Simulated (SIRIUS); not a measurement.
**WC4: single point with PBE**

Crystal: WC4.

```
W C
1.0
    -1.68356    2.78368    3.21599
     1.68356   -2.78368    3.21599
     1.68356    2.78368   -3.21599
W C
1 4
Cartesian
  0.0000 0.0000 0.0000
  1.6836 1.7075 -1.0027
  0.0000 1.0762 4.2187
  1.6836 1.7075 1.0027
  0.0000 1.0762 2.2132
```

The cell was built by a generator and needn't be a form met in nature.

```yaml
Program: SIRIUS 7.10.0
Task: single point
Functional: PBE
Potentials_or_basis: PseudoDojo 0.4.1 PBE standard (scalar relativistic)
Cutoff: 1127 eV
Density_cutoff: 4507 eV
k_mesh: 9 × 9 × 9
Occupations: fermi-dirac, width 0.05 eV
Spin: no spin polarisation
Libxc_names: "[\"XC_GGA_X_PBE\", \"XC_GGA_C_PBE\"]"
Energy_tol: 1e-08 Ha
Density_tol: 1e-06
Mixer: anderson
Mixing_beta: 0.7
Max_scf: 100
Radial_cutoff_for_the_potentials'_integrals: 6.5 bohr
```

| Property | Result |
| --- | --- |
| Pressure | -43.1 GPa |
| Largest force | 1.191 eV/Å |
| Band gap on the k mesh | none (metal or under the smearing width) |

Forces in eV/Å, atoms in the order of the input:
```
W    0.000  0.000  0.000
C    0.000 -1.094  0.470
C    0.000  1.094 -0.470
C    0.000 -1.094 -0.470
C    0.000  1.094  0.470
```

Stress tensor (GPa, compression positive):
```
-42.10   0.00   0.00
  0.00 -37.51   0.00
  0.00   0.00 -49.78
```

Run time: 9.9 min on 1 thread of Arm Neoverse V1 (shared host), peak memory 1.7 GiB.

Caveat: a pressure of tens of GPa on the cell as given is suspect, and the run, the potentials or the cell itself is likely at fault; forces of over 1 eV/Å show positions far from the minimum, so gaps and moduli don't describe the material at rest. The run has no spin-orbit coupling, so splittings on W are missing.
